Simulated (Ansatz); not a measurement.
Working through a band structure of GdBi, space group Fm-3m

Computed with Ansatz 0.2.0, Python API.

Input file `gdbi.xyz`:
```text
2
Lattice="0.0 3.19414874 3.19414874 3.19414874 0.0 3.19414874 3.19414874 3.19414874 0.0" Properties=species:S:1:pos:R:3:initial_magmoms:R:1 pbc="T T T"
Gd    0.00000000    0.00000000    0.00000000  7.00
Bi    3.19414874    3.19414874    3.19414874  0.00
```

Typed at the interpreter:
```pycon
>>> import ansatz
>>> import matplotlib.pyplot as plt
>>> import numpy as np
>>> params = {
...     'functional': 'pbesol',
...     'ecut': 510,
...     'kgrid': (7, 7, 7),
...     'filling': 'Fermi-Dirac',
...     'sigma': 0.15,
...     'extra_bands': 10,
... }
>>> xtal = ansatz.Crystal.from_extxyz('gdbi.xyz')
>>> [site.symbol for site in xtal.resolved().sites]
['Gd', 'Bi']
>>> # high-symmetry points in fractions of the reciprocal vectors
>>> path = [
...     ('K', (0.375, 0.375, 0.75)),
...     ('G', (0.0, 0.0, 0.0)),
...     ('L', (0.5, 0.5, 0.5)),
...     ('W', (0.5, 0.25, 0.75)),
...     ('X', (0.5, 0.0, 0.5)),
... ]
>>> job = (
...     xtal.calculation()
...     .functional(params['functional'])
...     .basis(params['ecut'])  # plane waves up to this kinetic energy
...     .kpoints(*params['kgrid'])
...     .occupations(params['filling'], width=params['sigma'])
...     .spin('collinear')
...     .band_structure([point for _, point in path], intervals=8)  # levels along the path at the converged density
...     .scf(extra_bands=params['extra_bands'])
...     .density_of_states(energy_step=0.05)
... )
>>> done = job.run(threads=1)

>>> r = done.report
>>> r['published_state_doubts']
[]
>>> {key: value for key, value in r.items() if isinstance(value, (int, float)) and 'ev' in key}
{'gap_by_band_count_ev': -1.3744890394270044, 'fermi_energy_ev': 11.110434029540057, 'harris_foulkes_ev': -21471.912776443663, 'free_energy_ev': -21471.9127764119, 'internal_energy_ev': -21471.823606657734, 'lagrangian_ev': -21471.9127764119, 'energy_sigma0_ev': -21471.868191534817, 'lagrangian_sigma0_ev': -21471.868191534817, 'lagrangian_above_aufbau_ev': -0.02891586554129843, 'entropy_ts_ev': 0.08916975416576677, 'loop_fermi_energy_ev': 11.110434029540057, 'occupations_fermi_energy_ev': 11.110434029540759}
>>> n_atoms = len(r['lattice']['sites'])
>>> print('F =', round(r['free_energy_ev'], 4), 'eV for', n_atoms, 'atoms')
F = -21471.9128 eV for 2 atoms
>>> print('E(sigma -> 0) =', round(r['energy_sigma0_ev'], 4), 'eV, TS =', round(r['entropy_ts_ev'], 5), 'eV')
E(sigma -> 0) = -21471.8682 eV, TS = 0.08917 eV
>>> print('closed by', r['closed_by'], 'after', r['n_iterations'], 'iterations')
closed by deck_thresholds after 10 iterations
>>> print('site moments (muB):', [round(m, 2) for m in r['site_moments_mub']])
site moments (muB): [6.9, -0.05]
>>> print('electrons up, down:', [round(n, 3) for n in r['spin_occupation_sums']])
electrons up, down: [19.955, 13.045]
>>> dos = done.density_of_states()
>>> energy = np.asarray(dos.energies_ev) - dos.fermi_ev
>>> states, count = np.asarray(dos.spin_summed_g_bin_mean_per_ev), np.asarray(dos.spin_summed_integrated)
>>> g_fermi = float(np.interp(0.0, energy, states))
>>> print(f'g(E_F) = {g_fermi:.3f} states/eV per cell')
g(E_F) = 0.152 states/eV per cell
>>> # Sommerfeld coefficient of bare band electrons: pi^2 k_B^2 g / 3
>>> gamma = np.pi ** 2 / 3 * 8.617333e-5 ** 2 * g_fermi * 96485.33e3 / len(done.lattice.sites)
>>> print(f'bare Sommerfeld coefficient {gamma:.2f} mJ/(mol of atoms K^2)')
bare Sommerfeld coefficient 0.18 mJ/(mol of atoms K^2)
>>> for low, high in ((-10, -6), (-6, -3), (-3, 0), (0, 3)):
...     print(f'states between {low} and {high} eV: {np.interp(high, energy, count) - np.interp(low, energy, count):.3f}')
...
states between -10 and -6 eV: 0.930
states between -6 and -3 eV: 7.598
states between -3 and 0 eV: 5.376
states between 0 and 3 eV: 10.953
>>> bands = done.band_structure()
>>> fermi = bands.fermi_energy_ev
>>> print(f'zero of the bands: {fermi:.3f} eV, the Fermi level found on the SCF mesh')
zero of the bands: 11.110 eV, the Fermi level found on the SCF mesh
>>> reciprocal = 2 * np.pi * np.linalg.inv(done.lattice.cell_ang).T
>>> steps = np.linalg.norm(np.diff(bands.kpoints_frac @ reciprocal, axis=0), axis=1)
>>> distance = np.concatenate([[0], np.cumsum(steps)])
>>> fig, ax = plt.subplots(figsize=(5, 4))
>>> for channel, colour in zip(bands.channels, ('C0', 'C3')):
...     ax.plot(distance, channel.eigenvalues_ev - fermi, colour, lw=1)
...
[<matplotlib.lines.Line2D object at 0x...>, <matplotlib.lines.Line2D object at 0x...>, <matplotlib.lines.Line2D object at 0x...>, <matplotlib.lines.Line2D object at 0x...>, <matplotlib.lines.Line2D object at 0x...>, <matplotlib.lines.Line2D object at 0x...>, <matplotlib.lines.Line2D object at [...]
[<matplotlib.lines.Line2D object at 0x...>, <matplotlib.lines.Line2D object at 0x...>, <matplotlib.lines.Line2D object at 0x...>, <matplotlib.lines.Line2D object at 0x...>, <matplotlib.lines.Line2D object at 0x...>, <matplotlib.lines.Line2D object at 0x...>, <matplotlib.lines.Line2D object at [...]
>>> ax.set_xticks(distance[::8], [label for label, _ in path])
[<matplotlib.axis.XTick object at 0x...>, <matplotlib.axis.XTick object at 0x...>, <matplotlib.axis.XTick object at 0x...>, <matplotlib.axis.XTick object at 0x...>, <matplotlib.axis.XTick object at 0x...>]
>>> ax.set(ylim=(-4, 4), ylabel='E - E_F (eV)', xlim=(0, distance[-1]))
[(-4.0, 4.0), Text(0, 0.5, 'E - E_F (eV)'), (0.0, 3.0822293660138653)]
>>> ax.grid(axis='x')
>>> fig.savefig('bands.png', dpi=100)
>>> first = bands.channels[0].eigenvalues_ev - fermi
>>> near = np.argsort(np.abs(first.mean(axis=0)))[:4]
>>> for band in sorted(near):
...     print(f'band {band + 1}: {first[:, band].min():.3f} to {first[:, band].max():.3f} eV')
...
band 19: -2.296 to 1.118 eV
band 20: -2.019 to 1.118 eV
band 21: -0.308 to 2.704 eV
band 22: 1.153 to 2.973 eV
```

Notes:
- Absolute energies stand on the zero of these potentials, so only differences at equal settings mean something. A total without «per atom» is that of the cell as typed.
- Open f shells: without a Hubbard U, without spin-orbit coupling; the state reached hangs on the start and needn't be the lowest.
- The mesh is modest for a metal, so energies can be off by several to tens of meV an atom and pressures by half a GPa or more; differences at equal mesh fare better.
- Only differences from the Fermi energy are physical; the zero of the scale is a convention.
- A gap by band count of zero or less means overlapping bands, a metal.
- The bands listed are those of the first spin channel.
- The structure comes from a database of computed cells and needn't be a stable or known phase.
- Levels are Kohn-Sham eigenvalues on this mesh, without spin-orbit coupling.
- The computed bands are complete only to about 6.3 eV above the Fermi level; beyond that the density of states is undercounted.
- It ran for 12 s on 1 thread of Arm Neoverse V1, with other jobs on the host, peak memory 0.53 GiB.

(Lines on the test bed's own set-up are left out of the output.)
